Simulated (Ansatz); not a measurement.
# CHBOSe (SMILES [Se]=C1BO1): functionals against CCSD(T) at one geometry

One table from this session's results is given with a row withheld; the runs are named, their logs left out.

Program: Ansatz 0.2.0, Gaussian basis. Level of theory: single points in def2-TZVPP. These are calculated values, not measurements.

Cores are frozen in the correlated methods. Filled d shells of the heavier atoms are correlated.

## The starting structure

5 atoms, charge 0, spin multiplicity 1.

Atoms are counted from 1 here; the program's logs count them from 0.

Bond lengths: Se1–C2 1.720 Å, C2–B3 1.474 Å, C2–O4 1.399 Å, B3–O4 1.330 Å, B3–H5 1.153 Å. Angles: Se1–C2–B3 173.6°, Se1–C2–O4 131.3°, B3–C2–O4 55.1°, C2–B3–O4 59.6°, C2–B3–H5 160.7°, O4–B3–H5 139.7°, C2–O4–B3 65.3°.

Geometry (Å):

```
Se   -2.3291   -0.3525   -0.2203
C    -0.6426   -0.0570   -0.0611
B     0.7689    0.3538    0.0417
O     0.4266   -0.9231    0.1919
H     1.7097    1.0202    0.0576
```

Set-up of the first run:

The input, run/in.yaml:

```yaml
crystal:
  periodic: [false, false, false]
  atoms:
    - {symbol: Se, position_ang: [-2.329100, -0.352500, -0.220300]}
    - {symbol: C, position_ang: [-0.642600, -0.057000, -0.061100]}
    - {symbol: B, position_ang: [0.768900, 0.353800, 0.041700]}
    - {symbol: O, position_ang: [0.426600, -0.923100, 0.191900]}
    - {symbol: H, position_ang: [1.709700, 1.020200, 0.057600]}
basis:
  gaussian: {orbitals: def2-TZVPP}
correlation: {method: ccsd_t}
output: {forces: true}
```

No record of the launch command was kept for these runs.

Steps of the session up to this table: CCSD(T)/def2-TZVPP; PBE0-D4/def2-TZVPP; wB97M-V/def2-TZVPP; r2SCAN-D4/def2-TZVPP; PBE-D4/def2-TZVPP; SPW92/def2-TZVPP; LC-wPBE/def2-TZVPP.

One table of the session follows, with a row left open; its other results are not shown here.

| method | RMS force component (eV/Å) | angle to CCSD(T) forces (°) | dipole (D) |
| --- | --- | --- | --- |
| CCSD(T) | 0.837 | reference | 2.24 |
| PBE0-D4 | 0.550 | 17.4 | 2.36 |
| wB97M-V | 0.546 | 11.1 | 2.42 |
| r2SCAN-D4 | 0.759 | 9.6 | 2.36 |
| PBE-D4 | ? | ? | ? |
| SPW92 | 0.642 | 23.0 | 2.11 |
| LC-wPBE | 0.453 | 33.3 | 2.48 |

Estimate the missing values for PBE-D4.

The run gave: RMS force component (eV/Å): 0.948; angle to CCSD(T) forces (°): 7.4; dipole (D): 2.13. In the column «RMS force component (eV/Å)» it is the highest.
